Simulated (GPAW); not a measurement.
# GaSb3 (Fm-3m) in GPAW: a series of runs, part 2 of 2

GPAW 26.7.0. The steps go on from the part before.

### Step 4. Relaxation of cell and atoms, PBEsol, target pressure 5 GPa, at which the enthalpy is minimised

Input file run.py:

```python
from ase import Atoms
from ase.filters import FrechetCellFilter
from ase.io import write
from ase.optimize import BFGS
from ase.units import GPa
from gpaw import GPAW, PW, setup_paths

setup_paths.insert(0, '.')

atoms = Atoms(['Sb', 'Sb', 'Sb', 'Ga'],
              cell=[[0.0, 3.730595, 3.730595],
                    [3.730595, 0.0, 3.730595],
                    [3.730595, 3.730595, 0.0]],
              scaled_positions=[[0.5, 0.5, 0.5],
                                [0.75, 0.75, 0.75],
                                [0.25, 0.25, 0.25],
                                [0.0, 0.0, 0.0]],
              pbc=True)

calc = GPAW(mode=PW(600),
            xc='PBEsol',
            kpts={'size': (6, 6, 6), 'gamma': True},
            occupations={'name': 'fermi-dirac', 'width': 0.05},
            nbands=38,
            convergence={'density': 1e-05, 'forces': 0.0001},
            maxiter=150,
            txt='gpaw.txt')
atoms.calc = calc
opt = BFGS(FrechetCellFilter(atoms, scalar_pressure=5 * GPa), trajectory='relax.traj', logfile='-')
done = opt.run(fmax=0.02, steps=60)
calc.write('gs.gpw')
write('result.traj', atoms)
print('Converged:', done)
print('Cell:', atoms.cell.cellpar().round(4))
print('Volume:', round(atoms.get_volume(), 4))
print(atoms.get_scaled_positions().round(5))
```

Potentials or basis: PAW data sets generated in the run's folder for this functional, pw.

Run with:

```
$ gpaw-setup -f PBEsol Ga Sb
$ OMP_NUM_THREADS=1 python run.py
```

gpaw.txt:

```text
__  _  _
 | _ |_)|_||  |
 |__||  | ||/\| - 26.7.0

Input parameters:
  mode=PW(ecut=600.0),
  convergence={'density': 1e-05, 'forces': 0.0001},
  kpts=MonkhorstPack(size=(6, 6, 6), gamma=True),
  maxiter=150,
  nbands=38,
  occupations=Occupations(name='fermi-dirac', width=0.05),
  xc=XC(name='PBEsol')

Diagonalizing LCAO Hamiltonian
Converting LCAO to pw mode

                         Sb

                   Sb

             Sb

       Ga

Atoms  # Å, Bohr magnetons
|   | symbol |        x |        y |        z |    initial magnetic moments |
|---|--------|----------|----------|----------|-----------------------------|
| 0 |     Sb | 3.730595 | 3.730595 | 3.730595 | ( 0.0000,  0.0000,  0.0000) |
| 1 |     Sb | 5.595892 | 5.595892 | 5.595892 | ( 0.0000,  0.0000,  0.0000) |
| 2 |     Sb | 1.865298 | 1.865298 | 1.865298 | ( 0.0000,  0.0000,  0.0000) |
| 3 |     Ga | 0.000000 | 0.000000 | 0.000000 | ( 0.0000,  0.0000,  0.0000) |

Unit cell  # Å
| periodic |        x |        y |        z |  lengths |    angles |
|----------|----------|----------|----------|----------|-----------|
|      yes | 0.000000 | 3.730595 | 3.730595 | 5.275858 | 60.000000 |
|      yes | 3.730595 | 0.000000 | 3.730595 | 5.275858 | 60.000000 |
|      yes | 3.730595 | 3.730595 | 0.000000 | 5.275858 | 60.000000 |

Number of symmetries: 48
Symmetry operations  # r_c * U_cc + t_c -> r_c
|    | kind |            matrix            |
|----|------|------------------------------|
|  0 |  σ   |  1, 0, 0,  1, 0,-1,  1,-1, 0 |
|  1 |  C2  |  1, 0, 0,  1,-1, 0,  1, 0,-1 |
|  2 |  E   |  1, 0, 0,  0, 1, 0,  0, 0, 1 |
|  3 |  σ   |  1, 0, 0,  0, 0, 1,  0, 1, 0 |
|  4 |  C4  |  1, 0,-1,  1, 0, 0,  1,-1, 0 |
|  5 |  S6  |  1, 0,-1,  1,-1, 0,  1, 0, 0 |
|  6 |  σ   |  1, 0,-1,  0, 1,-1,  0, 0,-1 |
|  7 |  C3  |  1, 0,-1,  0, 0,-1,  0, 1,-1 |
|  8 |  S6  |  1,-1, 0,  1, 0, 0,  1, 0,-1 |
[... 256 lines left out ...]
       Ga

Atoms  # Å, Bohr magnetons
|   | symbol |        x |         y |        z |    initial magnetic moments |
[... 573 lines left out ...]
| 2 |     Sb | 1.782518 | 1.782518 | 1.782518 | ( 0.0000,  0.0000,  0.0000) |
| 3 |     Ga | 0.000000 | 0.000000 | 0.000000 | ( 0.0000,  0.0000,  0.0000) |

Unit cell  # Å
| periodic |        x |        y |         z |  lengths |    angles |
|----------|----------|----------|-----------|----------|-----------|
|      yes | 0.000000 | 3.565035 |  3.565035 | 5.041722 | 60.000000 |
|      yes | 3.565035 | 0.000000 |  3.565035 | 5.041722 | 60.000000 |
|      yes | 3.565035 | 3.565035 | -0.000000 | 5.041722 | 60.000000 |

Number of symmetries: 48
Symmetry operations  # r_c * U_cc + t_c -> r_c
|    | kind |            matrix            |
|----|------|------------------------------|
|  0 |  σ   |  1, 0, 0,  1, 0,-1,  1,-1, 0 |
|  1 |  C2  |  1, 0, 0,  1,-1, 0,  1, 0,-1 |
|  2 |  E   |  1, 0, 0,  0, 1, 0,  0, 0, 1 |
|  3 |  σ   |  1, 0, 0,  0, 0, 1,  0, 1, 0 |
|  4 |  C4  |  1, 0,-1,  1, 0, 0,  1,-1, 0 |
|  5 |  S6  |  1, 0,-1,  1,-1, 0,  1, 0, 0 |
|  6 |  σ   |  1, 0,-1,  0, 1,-1,  0, 0,-1 |
|  7 |  C3  |  1, 0,-1,  0, 0,-1,  0, 1,-1 |
|  8 |  S6  |  1,-1, 0,  1, 0, 0,  1, 0,-1 |
[... 232 lines left out ...]
Stress tensor  # eV/Ang^3
|         x |         y |         z |
|-----------|-----------|-----------|
| -0.028597 | -0.000000 |  0.000000 |
| -0.000000 | -0.028597 |  0.000000 |
|  0.000000 |  0.000000 | -0.028597 |

Forces  # eV/Ang
|       x |        y |        z |
|---------|----------|----------|
| 0.00000 | -0.00000 | -0.00000 |  # Sb   0
| 0.00000 |  0.00000 | -0.00000 |  # Sb   1
| 0.00000 | -0.00000 | -0.00000 |  # Sb   2
| 0.00000 |  0.00000 | -0.00000 |  # Ga   3

Interpolating wave functions to new cell
[... 9 lines left out ...]
Atoms  # Å, Bohr magnetons
|   | symbol |        x |        y |        z |    initial magnetic moments |
|---|--------|----------|----------|----------|-----------------------------|
| 0 |     Sb | 3.559526 | 3.559526 | 3.559526 | ( 0.0000,  0.0000,  0.0000) |
| 1 |     Sb | 5.339289 | 5.339289 | 5.339289 | ( 0.0000,  0.0000,  0.0000) |
| 2 |     Sb | 1.779763 | 1.779763 | 1.779763 | ( 0.0000,  0.0000,  0.0000) |
| 3 |     Ga | 0.000000 | 0.000000 | 0.000000 | ( 0.0000,  0.0000,  0.0000) |

Unit cell  # Å
| periodic |        x |         y |         z |  lengths |    angles |
|----------|----------|-----------|-----------|----------|-----------|
|      yes | 0.000000 |  3.559526 |  3.559526 | 5.033930 | 60.000000 |
|      yes | 3.559526 | -0.000000 |  3.559526 | 5.033930 | 60.000000 |
|      yes | 3.559526 |  3.559526 | -0.000000 | 5.033930 | 60.000000 |

Number of symmetries: 48
Symmetry operations  # r_c * U_cc + t_c -> r_c
|    | kind |            matrix            |
|----|------|------------------------------|
|  0 |  σ   |  1, 0, 0,  1, 0,-1,  1,-1, 0 |
|  1 |  C2  |  1, 0, 0,  1,-1, 0,  1, 0,-1 |
|  2 |  E   |  1, 0, 0,  0, 1, 0,  0, 0, 1 |
|  3 |  σ   |  1, 0, 0,  0, 0, 1,  0, 1, 0 |
|  4 |  C4  |  1, 0,-1,  1, 0, 0,  1,-1, 0 |
|  5 |  S6  |  1, 0,-1,  1,-1, 0,  1, 0, 0 |
|  6 |  σ   |  1, 0,-1,  0, 1,-1,  0, 0,-1 |
|  7 |  C3  |  1, 0,-1,  0, 0,-1,  0, 1,-1 |
|  8 |  S6  |  1,-1, 0,  1, 0, 0,  1, 0,-1 |
[... 230 lines left out ...]
Stress tensor  # eV/Ang^3
|         x |         y |         z |
|-----------|-----------|-----------|
| -0.031148 | -0.000000 | -0.000000 |
| -0.000000 | -0.031148 |  0.000000 |
| -0.000000 |  0.000000 | -0.031148 |

Forces  # eV/Ang
|        x |        y |       z |
|----------|----------|---------|
|  0.00000 | -0.00000 | 0.00000 |  # Sb   0
|  0.00000 |  0.00000 | 0.00000 |  # Sb   1
| -0.00000 | -0.00000 | 0.00000 |  # Sb   2
|  0.00000 |  0.00000 | 0.00000 |  # Ga   3

# Writing to gs.gpw (mode='')
```

Run time: 3.1 min. Hardware: 1 thread of Arm Neoverse V2, shared host; peak memory 0.26 GiB.

What came out:

```yaml
Free_energy: -17.0536 eV
Relaxed_volume: 22.55 Å³/atom
Relaxed_cell: a = 5.034 Å, b = 5.034 Å, c = 5.034 Å, α = 60.00°, β = 60.00°, γ = 60.00°
Space_group_after_relaxing_to_0.05_Å: Fm-3m (No. 225)
Energy_change_on_relaxing_the_enthalpy_is_what_falls: -1.6 meV/atom
Ionic_steps: 5
Pressure_after_relaxing: 5.0 GPa
Band_gap_on_the_k_mesh: none (metal or under the smearing width)
```

The path:
```
step  energy change (eV)  largest force (eV/Å)  pressure (GPa)  volume (Å³)
   1              0.0000                0.0000           -3.76       103.84
   2             -0.0332                0.0000           -3.12       102.27
   3              0.0772                0.0000            7.26        88.03
   4             -0.0189                0.0000            4.58        90.62
   5             -0.0062                0.0000            4.99        90.20
```

Final structure:
```
CELL_PARAMETERS angstrom
0.00000 3.55953 3.55953
3.55953 0.00000 3.55953
3.55953 3.55953 0.00000
ATOMIC_POSITIONS crystal
Sb 0.50000 0.50000 0.50000
Sb 0.75000 0.75000 0.75000
Sb 0.25000 0.25000 0.25000
Ga 0.00000 0.00000 0.00000
```

Levels at points of the mesh, in eV from the Fermi level:
| k point | band 22 | band 23 | band 24 | band 25 | band 26 | band 27 |
| --- | --- | --- | --- | --- | --- | --- |
| (0.00, 0.00, 0.00) | -2.90 | -2.90 | -2.90 | -2.64 | -1.07 | -1.07 |
| (0.50, 0.50, 0.00) | 1.06 | 1.15 | 1.15 | 1.47 | 2.00 | 2.00 |
| (0.50, 0.50, 0.50) | -3.22 | -3.22 | -0.16 | 0.18 | 2.15 | 2.15 |

Caveat: later steps reuse the first step's grids.

### Step 5. Relaxation of cell and atoms, PBEsol, target pressure 10 GPa, at which the enthalpy is minimised

run.py: that of step 4 with these lines changed.

```diff
@@ -28,3 +28,3 @@
 atoms.calc = calc
-opt = BFGS(FrechetCellFilter(atoms, scalar_pressure=5 * GPa), trajectory='relax.traj', logfile='-')
+opt = BFGS(FrechetCellFilter(atoms, scalar_pressure=10 * GPa), trajectory='relax.traj', logfile='-')
 done = opt.run(fmax=0.02, steps=60)
```

Run with:

```
$ gpaw-setup -f PBEsol Ga Sb
$ OMP_NUM_THREADS=1 python run.py
```

It took 2.9 min on 1 thread of Arm Neoverse V2, shared host; peak memory 0.29 GiB.

The run converged. Its results:

```yaml
Free_energy: -16.8448 eV
Relaxed_volume: 21.42 Å³/atom
Relaxed_cell: a = 4.949 Å, b = 4.949 Å, c = 4.949 Å, α = 60.00°, β = 60.00°, γ = 60.00°
Space_group_after_relaxing_to_0.05_Å: Fm-3m (No. 225)
Energy_change_on_relaxing_the_enthalpy_is_what_falls: +50.7 meV/atom
Ionic_steps: 5
Pressure_after_relaxing: 10.0 GPa
Band_gap_on_the_k_mesh: none (metal or under the smearing width)
```

The path:
```csv
step,energy change (eV),largest force (eV/Å),pressure (GPa),volume (Å³)
1,0.0000,0.0000,-3.76,103.84
2,-0.0493,0.0000,-2.73,101.39
3,0.1139,0.0000,8.12,87.27
4,0.2228,0.0000,10.39,85.38
5,0.2028,0.0000,9.99,85.69
```

Final structure:
```cif
data_structure
_symmetry_space_group_name_H-M 'P 1'
_symmetry_Int_Tables_number 1
_cell_length_a 4.9487
_cell_length_b 4.9487
_cell_length_c 4.9487
_cell_angle_alpha 60.000
_cell_angle_beta 60.000
_cell_angle_gamma 60.000
_cell_volume 85.69
loop_
_atom_site_label
_atom_site_type_symbol
_atom_site_fract_x
_atom_site_fract_y
_atom_site_fract_z
_atom_site_occupancy
Sb1 Sb 0.50000 0.50000 0.50000 1
Sb2 Sb 0.75000 0.75000 0.75000 1
Sb3 Sb 0.25000 0.25000 0.25000 1
Ga1 Ga 0.00000 0.00000 0.00000 1
```

Levels at points of the mesh, in eV from the Fermi level:
```csv
k point,band 21,band 22,band 23,band 24,band 25,band 26,band 27,band 28
"(0.00, 0.00, 0.00)",-3.29,-3.05,-3.05,-3.05,-2.36,-1.15,-1.15,-1.15
"(0.50, 0.50, 0.00)",-6.41,1.26,1.26,1.32,1.75,2.10,2.10,2.59
"(0.50, 0.50, 0.50)",-4.42,-3.40,-3.40,0.00,0.35,2.24,2.24,3.01
```

Caveat: later steps reuse the first step's grids; the volume moved by over 15 % at a fixed basis, so the end points are rough. The run has no spin-orbit coupling, so splittings on Sb are missing.

### Step 6. The runs side by side

```tsv
cell	target pressure	gap on the mesh (eV)	pressure (GPa)
relaxed	-	none	-0.1
relaxed to 2 GPa	2 GPa	none	2.0
relaxed to 5 GPa	5 GPa	none	5.0
relaxed to 10 GPa	10 GPa	none	10.0
```

Alike in all rows: task relaxation of cell and atoms; level PBEsol; potentials or basis PAW data sets generated in the run's folder for this functional, pw; no spin polarisation; k mesh 6 × 6 × 6; cutoff (eV) 600; smearing fermi-dirac 0.05 eV.

Caveats: later steps reuse the first step's grids; the volume moved by over 15 % at a fixed basis, so the end points are rough (some runs).

Absolute energies hang on the potentials; compare differences alone.
